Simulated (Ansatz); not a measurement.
Write a Python script for Ansatz 0.2.0, Python API that makes a comparison of magnetic orders of CrRe3, space group Pm-3m. Settings (first run): LDA, PAW, cutoff 571 eV, 6×6×3 k-points, Fermi-Dirac smearing of 0.05 eV, collinear spin.

```yaml
crystal:
  lattice:
    - [3.86355, 0.00000, 0.00000]
    - [0.00000, 3.86355, 0.00000]
    - [0.00000, 0.00000, 3.86355]
  atoms:
    - { symbol: Cr, position: [0.00000, 0.00000, 0.00000] }
    - { symbol: Re, position: [0.00000, 0.50000, 0.50000] }
    - { symbol: Re, position: [0.50000, 0.00000, 0.50000] }
    - { symbol: Re, position: [0.50000, 0.50000, 0.00000] }
```

`crre3_orders.py`:
```python
import ansatz as az
import numpy as np
from tabulate import tabulate


def count_gap(report):
    # lowest empty less highest filled band, counting bands; zero where they overlap
    return max(report.get("gap_by_band_count_ev") or 0.0, 0.0)

CELL = [
    (3.863548, 0.0, 0.0),
    (0.0, 3.863548, 0.0),
    (0.0, 0.0, 7.727096),
]
ATOMS = [
    ("Cr", (0.0, 0.0, 0.0)),
    ("Re", (0.0, 0.5, 0.25)),
    ("Re", (0.5, 0.0, 0.25)),
    ("Re", (0.5, 0.5, 0.0)),
    ("Cr", (0.0, 0.0, 0.5)),
    ("Re", (0.0, 0.5, 0.75)),
    ("Re", (0.5, 0.0, 0.75)),
    ("Re", (0.5, 0.5, 0.5)),
]


def with_moments(moments):
    crystal = az.Crystal(lattice=az.Lattice.of(CELL))
    for (symbol, position), moment in zip(ATOMS, moments):
        crystal = crystal.atom(symbol, position, moment=moment or None)
    return crystal


def main() -> None:
    orders = {
        "FM": [3, 0, 0, 0, 3, 0, 0, 0],
        "AFM": [3, 0, 0, 0, -3, 0, 0, 0],
    }

    rows = []
    for label, moments in orders.items():
        job = (
            with_moments(moments).calculation()
            .functional("LDA")
            .basis(21 * az.Ha)
            .kpoints(mesh=(6, 6, 3), center="gamma")
            .occupations("fermi_dirac", width=0.05)
            .spin("collinear")
            .band_table()
        )
        summary = job.run().report
        rows.append((label, summary["free_energy_ev"], summary["magnetization_mub"], summary["absolute_magnetization_mub"], max(abs(m) for m in summary["site_moments_mub"]), count_gap(summary)))
        print(label, "site moments:", [round(m, 2) for m in summary["site_moments_mub"]])

    plain = (
        with_moments([0] * len(ATOMS)).calculation()
        .functional("LDA")
        .basis(21 * az.Ha)
        .kpoints(mesh=(6, 6, 3), center="gamma")
        .occupations("fermi_dirac", width=0.05)
        .band_table()
    )
    summary = plain.run().report
    rows.append(("NM", summary["free_energy_ev"], 0.0, 0.0, 0.0, count_gap(summary)))

    lowest = min(row[1] for row in rows)
    rows = [(row[0], 1000 * (row[1] - lowest) / 2, *row[2:]) for row in sorted(rows, key=lambda row: row[1])]
    print(tabulate(rows, headers=["order", "meV/magnetic atom", "net muB", "absolute muB", "largest site muB", "gap by band count eV"], floatfmt=".4f", tablefmt="github"))
    print("lowest of these starts:", rows[0][0])


if __name__ == "__main__":
    main()
```

`python crre3_orders.py` gives:
```text
RunWarning: the starting moments were not kept: the SCF closed with an absolute magnetisation of 1.0e-5 μB, where they sum to 6 μB in size (2 sites). That is at most 0.1 of that sum. Measured as [...]
FM site moments: [0.0, -0.0, -0.0, -0.0, 0.0, -0.0, -0.0, -0.0]
AFM site moments: [0.0, -0.0, -0.0, -0.0, -0.0, 0.0, 0.0, 0.0]
| order   |   meV/magnetic atom |   net muB |   absolute muB |   largest site muB |   gap by band count eV |
|---------|---------------------|-----------|----------------|--------------------|------------------------|
| NM      |              0.0000 |    0.0000 |         0.0000 |             0.0000 |                 0.0000 |
| FM      |              0.0000 |    0.0000 |         0.0000 |             0.0000 |                 0.0000 |
| AFM     |              0.0000 |    0.0000 |         0.0000 |             0.0000 |                 0.0000 |
lowest of these starts: NM
```
(Warnings from the package without file and line, shortened, repeats left out.)

Caveats:
- The SCF didn't keep the moments it started from (some shrank, vanished or turned); what is printed is the state reached.
- The mesh is modest for a metal, so energies can be off by several to tens of meV an atom and pressures by half a GPa or more; differences at equal mesh fare better.
- A gap by band count of zero or less means overlapping bands, a metal.
- This cell is a computed structure, which may not be the phase found in nature.
- Gaps and levels are Kohn-Sham values on a finite set of k-points, without spin-orbit coupling.
- Each row is the state reached from that start at the given structure, not necessarily the lowest of its order; other orders weren't tried.
- The whole script took 37 s on 1 thread of AMD EPYC 9R45 96-Core Processor (Zen 5), on a shared host, peak memory 0.95 GiB.
